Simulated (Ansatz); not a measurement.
# FHO3W: up Jacob's ladder to CCSD(T)

The task here is to estimate one member of a computed series from the others.

Computed with Ansatz 0.2.0, Gaussian basis. Level: functionals in def2-TZVPP, the program's frozen cores in correlated methods.

Plan: LDA (SPW92), PBE-D4, revPBE-D4, BLYP-D4, r2SCAN-D4, B97M-V, PBE0-D4, B3LYP-D4, r2SCANh-D4, r2SCAN0-D4, HSE06-D4, BHLYP-D4, CAM-B3LYP-D4, LC-ωPBE, ωB97X-V, ωB97M-V, B2PLYP, PBE-QIDH; CCSD(T)/def2-SVP; CCSD(T)/def2-TZVPP; MP2/def2-QZVPP; extrapolation to the limit; RPA on PBE.

### The relaxed structure

The geometry comes from an earlier relaxation with PBE0-D4 in a triple-zeta def2 set; it is a stationary point. W takes the def2 core potential; no spin-orbit term is included.

SMILES `[O]=[W](=[O])([OH])[F]`, 6 atoms, charge 0, spin multiplicity 1.

Atoms are counted from 1 here; the program's logs count them from 0.

Bond lengths: O1–W2 1.699 Å, W2–O3 1.698 Å, W2–O4 1.872 Å, W2–F5 1.857 Å, O4–H6 0.960 Å. Angles: O1–W2–O3 107.8°, O1–W2–O4 108.5°, O1–W2–F5 109.7°, O3–W2–O4 109.6°, O3–W2–F5 109.6°, O4–W2–F5 111.7°, W2–O4–H6 126.3°.

As a file:

```mol
FHO3W
  3D, bonds by distance, orders not assigned

  6  5  0  0  0  0  0  0  0  0999 V2000
   -0.2015   -1.8802   -0.5032 O   0  0
    0.2933   -0.2847   -0.1926 W   0  0
    1.3119   -0.3128    1.1662 O   0  0
   -1.2247    0.7440    0.1820 O   0  0
    1.2256    0.3768   -1.6564 F   0  0
   -1.3625    1.2928    0.9578 H   0  0
  1  2  8  0
  2  3  8  0
  2  4  8  0
  2  5  8  0
  4  6  8  0
M  END
```

Set-up of the first run:

Contents of in.yaml:

```yaml
crystal:
  periodic: [false, false, false]
  atoms:
    - {symbol: O, position_ang: [-0.201528, -1.880201, -0.503203]}
    - {symbol: W, position_ang: [0.293295, -0.284688, -0.192590]}
    - {symbol: O, position_ang: [1.311934, -0.312775, 1.166166]}
    - {symbol: O, position_ang: [-1.224672, 0.744024, 0.182007]}
    - {symbol: F, position_ang: [1.225585, 0.376758, -1.656419]}
    - {symbol: H, position_ang: [-1.362515, 1.292781, 0.957838]}
basis:
  gaussian: {orbitals: def2-TZVPP}
hamiltonian: {xc: lda}
output: {orbitals: {seedname: orbitals}}
```

Steps of the session up to this table: LDA; PBE-D4 (GGA); revPBE-D4 (GGA); BLYP-D4 (GGA); r2SCAN-D4 (meta-GGA); B97M-V (meta-GGA); PBE0-D4 (hybrid); B3LYP-D4 (hybrid); r2SCANh-D4 (hybrid); r2SCAN0-D4 (hybrid); HSE06-D4 (hybrid); BHLYP-D4 (hybrid); CAM-B3LYP-D4 (range-separated); LC-ωPBE-D4 (range-separated; the results give it without D4); ωB97X-V (range-separated); ωB97M-V (range-separated); B2PLYP (double hybrid); PBE-QIDH (double hybrid).

One table of the session follows, with a row left open; its other results are not shown here.

It belongs to the step «Orbital energies across the functionals». 

```
  functional  HOMO (eV)  LUMO (eV)  gap (eV)
 LDA (SPW92)      -7.94      -3.04      4.90
      PBE-D4      -7.69      -2.75      4.94
   revPBE-D4      -7.59      -2.64      4.96
     BLYP-D4      -7.59      -2.69      4.90
   r2SCAN-D4      -8.06      -2.66      5.40
      B97M-V      -8.13      -2.61      5.51
     PBE0-D4      -9.34      -1.98      7.36
    B3LYP-D4          ?          ?         ?
  r2SCANh-D4      -8.68      -2.37      6.31
  r2SCAN0-D4      -9.61      -1.92      7.69
    HSE06-D4      -8.93      -2.36      6.57
    BHLYP-D4     -10.92      -1.10      9.82
CAM-B3LYP-D4     -10.80      -0.91      9.89
     LC-ωPBE     -12.09       0.37     12.45
     ωB97X-V     -11.75       0.27     12.02
     ωB97M-V     -11.70       0.22     11.91
```

Q: Estimate the row for B3LYP-D4 from the others.

Worked estimate for «HOMO (eV)». Against the share of exact exchange, BLYP-D4 (0, -7.59), BHLYP-D4 (0.5, -10.92) give a slope of -6.66 per unit share; at 0.2 the line stands at -8.92.

**Answer.** HOMO (eV): -9.08; LUMO (eV): -2.25; gap (eV): 6.83. In «HOMO (eV)» the line misses by +0.16.
